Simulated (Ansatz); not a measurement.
# NiO: the cost of one run

Method: DFT LDA+U (U_eff = 4 eV on Ni d), plane waves, PAW, in Ansatz 0.2.0.

**1. The structure to begin with**

It takes space group Fm-3m (No. 225, cubic). The conventional cell has a = 4.183 Å, b = 4.183 Å, c = 4.183 Å, α = 90.00°, β = 90.00°, γ = 90.00°. Ni (site symmetry m-3m) is surrounded by 6 O at 2.09 Å. O (site symmetry m-3m) has 6 Ni at 2.09 Å as nearest neighbours.

As a file:

```cif
data_structure
_symmetry_space_group_name_H-M 'P 1'
_symmetry_Int_Tables_number 1
_cell_length_a 2.9576
_cell_length_b 2.9576
_cell_length_c 5.9151
_cell_angle_alpha 60.000
_cell_angle_beta 60.000
_cell_angle_gamma 60.000
_cell_volume 36.59
loop_
_atom_site_label
_atom_site_type_symbol
_atom_site_fract_x
_atom_site_fract_y
_atom_site_fract_z
_atom_site_occupancy
Ni1 Ni 0.00000 0.00000 0.00000 1
O1 O 0.50000 0.50000 0.25000 1
Ni2 Ni 0.00000 0.00000 0.50000 1
O2 O 0.50000 0.50000 0.75000 1
```

An earlier series on this cell reached its lowest free state from «antiferromagnetic start, free», perhaps among other starts.

**2. Antiferromagnetic site moments held at first, then free**

Input file input.yaml:

```yaml
crystal:
  lattice:
    - [0.0, 2.09130951, 2.09130951]
    - [2.09130951, 0.0, 2.09130951]
    - [4.18261902, 4.18261902, 0.0]
  atoms:
    - { symbol: Ni, position: [0.0, 0.0, 0.0], spin: 1.64 }
    - { symbol: O, position: [0.5, 0.5, 0.25] }
    - { symbol: Ni, position: [0.0, 0.0, 0.5], spin: -1.64 }
    - { symbol: O, position: [0.5, 0.5, 0.75] }
basis:
  ecutwfc: 420
  ecutrho_ratio: 4
kpoints:
  mp_grid: { grid: [8, 8, 8] }
hamiltonian:
  xc: lda
  hubbard:
    sites:
      - { site: 0, l: d, u_eff: 4.0, starting_ns: [{ spin: up, occupation_matrix: s0up }, { spin: down, occupation_matrix: s0down }] }
      - { site: 2, l: d, u_eff: 4.0, starting_ns: [{ spin: up, occupation_matrix: s2up }, { spin: down, occupation_matrix: s2down }] }
    occupation_matrices:
      s0up:
        matrix:
          - [0.97, 0.0, 0.0, 0.0, 0.0]
          - [0.0, 0.97, 0.0, 0.0, 0.0]
          - [0.0, 0.0, 0.97, 0.0, 0.0]
          - [0.0, 0.0, 0.0, 0.97, 0.0]
          - [0.0, 0.0, 0.0, 0.0, 0.97]
      s0down:
        matrix:
          - [0.02, 0.0, 0.0, 0.0, 0.0]
          - [0.0, 0.97, 0.0, 0.0, 0.0]
          - [0.0, 0.0, 0.97, 0.0, 0.0]
          - [0.0, 0.0, 0.0, 0.02, 0.0]
          - [0.0, 0.0, 0.0, 0.0, 0.97]
      s2up:
        matrix:
          - [0.02, 0.0, 0.0, 0.0, 0.0]
          - [0.0, 0.97, 0.0, 0.0, 0.0]
          - [0.0, 0.0, 0.97, 0.0, 0.0]
          - [0.0, 0.0, 0.0, 0.02, 0.0]
          - [0.0, 0.0, 0.0, 0.0, 0.97]
      s2down:
        matrix:
          - [0.97, 0.0, 0.0, 0.0, 0.0]
          - [0.0, 0.97, 0.0, 0.0, 0.0]
          - [0.0, 0.0, 0.97, 0.0, 0.0]
          - [0.0, 0.0, 0.0, 0.97, 0.0]
          - [0.0, 0.0, 0.0, 0.0, 0.97]
    ns_hold: { iters: 8 }
scf:
  occupations: { method: gaussian, width: 0.05 }
  lower_state_search: "off"
  max_iter: 150
output:
  forces: true
  stress: true
  eigenvalues: true
  populations: true
  hubbard: { sites: [{ site: 0, l: d }, { site: 2, l: d }] }
magnetization:
  spin_polarized: true
  spin_locking: { lock_spins: true, n_iters: 12 }
```

The typed matrices put 0.97 on the chosen orbitals and 0.02 on the others, and are held for 8 cycles. The lock is temporary (n_iters 12) and is released on the way.

Launch:

```
$ ansatz run input.yaml --threads 2 --pin off --max-ram 3072MiB --backend cpu --events-out ev --progress --plain --runs-dir out
```

Q: Estimate wall time and peak memory on 2 threads of Arm Neoverse V1, shared host.

About 11 s, with a peak of 0.41 GiB.
